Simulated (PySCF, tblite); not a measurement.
# C₃H₆F₄N₂Si: geometry, infrared bands and NMR shifts

Wanted: the infrared bands and NMR shifts of C₃H₆F₄N₂Si (`N[Si@H](F)NCC(F)=C(F)F`), by calculation.

Computed with tblite 0.8.0 and PySCF 2.14.0, with density-fitted response routines of our own, on a single molecule in the gas phase. Atoms are numbered from 0 throughout.

**1. The molecule as given**

16 atoms, charge 0, multiplicity 1; geometry from: force field or distance geometry start.

Bonds of the start (Å): N0–Si1 1.78, Si1–F2 1.67, Si1–N3 1.81, N3–C4 1.42, C4–C5 1.46, C5–F6 1.38, C5–C7 1.32, C7–F8 1.38, C7–F9 1.37, N0–H10 1.05, N0–H11 1.05, Si1–H12 1.46, N3–H13 1.05, C4–H14 1.11, C4–H15 1.13.

**2. Optimising the geometry with GFN2-xTB**

What the job is given:

```
{"job": {"kind": "relax", "xc": "GFN2-xTB", "basis": "xTB"}, "charge": 0, "multiplicity": 1}
N      2.906300     0.005600     1.341800
Si     1.787300     0.015300    -0.038200
F      1.866400     1.433300    -0.921900
N      0.056200    -0.186600     0.434900
C     -0.667100    -0.008700    -0.779700
C     -2.121000    -0.117500    -0.717700
F     -2.826400     0.062100    -1.886000
C     -2.830800    -0.365700     0.366700
F     -2.177400    -0.559000     1.561700
F     -4.197000    -0.452800     0.322400
H      3.818100     0.403500     1.008300
H      3.133300    -0.944300     1.715200
H      2.106000    -1.120200    -0.898700
H     -0.181500     0.510000     1.180100
H     -0.256300    -0.663400    -1.576400
H     -0.423800     1.038700    -1.123900
```

Run with:

```sh
> OMP_NUM_THREADS=1 python probes_run.py task.json out
```

One launch serves the whole session: the jobs run in the order shown.

**Question.** This job is followed by: GFN2-xTB harmonic vibrations, gas phase; GIAO PBE0/pcSseg-1 NMR shielding, non-relativistic, gas phase. What will the session give for the following? strongest single infrared mode (GFN2-xTB); zero-point energy (GFN2-xTB); 13C shifts against TMS (PBE0/pcSseg-1); 1H shifts against TMS (PBE0/pcSseg-1, means over atoms taken as alike); 15N shifts against NH3 (PBE0/pcSseg-1); 29Si shifts against TMS (PBE0/pcSseg-1); 19F shifts against CFCl3 (PBE0/pcSseg-1); surface potential, 1st and 99th percentile.

The runs gave:

| quantity | value |
| --- | --- |
| strongest single infrared mode (GFN2-xTB) | 880 cm⁻¹, 311 km/mol |
| zero-point energy (GFN2-xTB) | 62.1 kcal/mol |
| 13C shifts against TMS (PBE0/pcSseg-1) | 168.5, 140.2, 42.0 ppm |
| 1H shifts against TMS (PBE0/pcSseg-1, means over atoms taken as alike) | 5.32, 4.22, 3.99, 0.87, 0.60 ppm |
| 15N shifts against NH3 (PBE0/pcSseg-1) | 42.9, 20.8 ppm |
| 29Si shifts against TMS (PBE0/pcSseg-1) | -28.3 ppm |
| 19F shifts against CFCl3 (PBE0/pcSseg-1) | -100.3, -132.0, -171.4, -188.9 ppm |
| surface potential, 1st and 99th percentile | -1.21 V and 1.86 V |

**Reading.** Over 209 steps the energy fell by 1.129 eV; of the close pairs, Si1–N3 changed most, 1.806 to 1.719 Å. No mode is imaginary among the 42: a minimum at this level. The strongest single mode, at 880 cm⁻¹, has its largest shares on Si1, F2 and H10 (the list is cut at 3 atoms). GFN2-xTB is a fitted tight-binding method: band positions and strengths are rough. Its intensities can rank the bands wrongly. At PBE0/pcSseg-1: Shielding is most anisotropic at F6 (span 115 ppm, paramagnetic term -109 ppm).
